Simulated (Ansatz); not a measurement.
# C2H8Si: the cost of one run

Program: Ansatz 0.2.0, Gaussian basis. Level of theory: PBE0-D4/def2-TZVP structures, single points in def2-TZVPP, no counterpoise correction. These are calculated values, not measurements.

Levels: SPW92, PBE-D4, BLYP-D4, r2SCAN-D4, B97M-V, PBE0-D4, B3LYP-D4, r2SCAN0-D4, BHLYP-D4, CAM-B3LYP-D4, wB97X-V, wB97M-V, B2PLYP, PBE-QIDH, RPA on PBE, Hartree-Fock, MP2, CCSD, CCSD(T).

Cores are frozen in the correlated methods. B3LYP uses VWN-RPA correlation. B2PLYP carries no dispersion term here.

113 further runs of the same task are left out: 113 set aside as unsound or not needed. Runs told in other sessions of the task aren't counted.

## 1. Starting geometry

The complex: 15 atoms, charge 0, spin multiplicity 1.

Atoms are counted from 1 here; the program's logs count them from 0.

Bond lengths: Si1–C2 1.884 Å, Si1–H3 1.490 Å, Si1–H4 1.489 Å, Si1–C5 1.865 Å, C2–H10 1.095 Å, C2–H11 1.096 Å, C2–H12 1.091 Å, C5–H13 1.092 Å, C5–H14 1.093 Å, C5–H15 1.093 Å, H6–F7 0.931 Å, H8–F9 0.934 Å. Angles: C2–Si1–H3 108.6°, C2–Si1–H4 108.2°, C2–Si1–C5 110.3°, H3–Si1–H4 107.9°, H3–Si1–C5 110.8°, H4–Si1–C5 111.0°, Si1–C2–H10 107.4°, Si1–C2–H11 108.4°, Si1–C2–H12 112.1°, H10–C2–H11 111.5°, H10–C2–H12 108.8°, H11–C2–H12 108.6°, Si1–C5–H13 111.0°, Si1–C5–H14 110.6°, Si1–C5–H15 110.8°, H13–C5–H14 108.6°, H13–C5–H15 107.9°, H14–C5–H15 107.8°.

As a file:

```
Si   -1.4394    0.0396   -0.7377
C     0.0894   -1.0613   -0.7670
H    -2.6461   -0.8265   -0.6218
H    -1.5172    0.7605   -2.0381
C    -1.3457    1.2405    0.6859
H     2.6197    0.4951    0.9651
F     2.2803    1.3584    0.8817
H     2.0064   -1.4209    0.2349
F     2.7661   -1.2462    0.7490
H     0.9568   -0.4134   -0.9307
H     0.1549   -1.5870    0.1931
H     0.0468   -1.8019   -1.5671
H    -2.1810    1.9438    0.6612
H    -0.4122    1.8074    0.6497
H    -1.3788    0.7119    1.6419
```

Its parts: C2H8Si holds atoms 1, 2, 3, 4, 5, 10, 11, 12, 13, 14, 15; HF holds atoms 6, 7; HF holds atoms 8, 9. Each part counts its atoms afresh in its own runs.

## 2. Relaxing C2H8Si alone

Input file relax-a/in.yaml:

```yaml
crystal:
  periodic: [false, false, false]
  atoms:
    - {symbol: Si, position_ang: [-1.439388, 0.039596, -0.737749]}
    - {symbol: C, position_ang: [0.089393, -1.061327, -0.766986]}
    - {symbol: H, position_ang: [-2.646143, -0.826475, -0.621847]}
    - {symbol: H, position_ang: [-1.517221, 0.760479, -2.038098]}
    - {symbol: C, position_ang: [-1.345656, 1.240545, 0.685891]}
    - {symbol: H, position_ang: [0.956753, -0.413366, -0.930651]}
    - {symbol: H, position_ang: [0.154931, -1.586978, 0.193052]}
    - {symbol: H, position_ang: [0.046849, -1.801898, -1.567051]}
    - {symbol: H, position_ang: [-2.181005, 1.943798, 0.661170]}
    - {symbol: H, position_ang: [-0.412243, 1.807419, 0.649674]}
    - {symbol: H, position_ang: [-1.378764, 0.711874, 1.641875]}
basis:
  gaussian: {orbitals: def2-TZVP}
hamiltonian: {xc: pbe0, dispersion: d4}
relax: {f_tol: 0.005, max_steps: 200}
```

Launch:

```sh
$ ansatz run in.yaml --threads 8 --pin off --events-out ev --progress --plain --max-ram 19148MiB
```

**Question.** How long does this run take on 8 threads of Intel Xeon at 2.50GHz, shared host?

About 12 s.
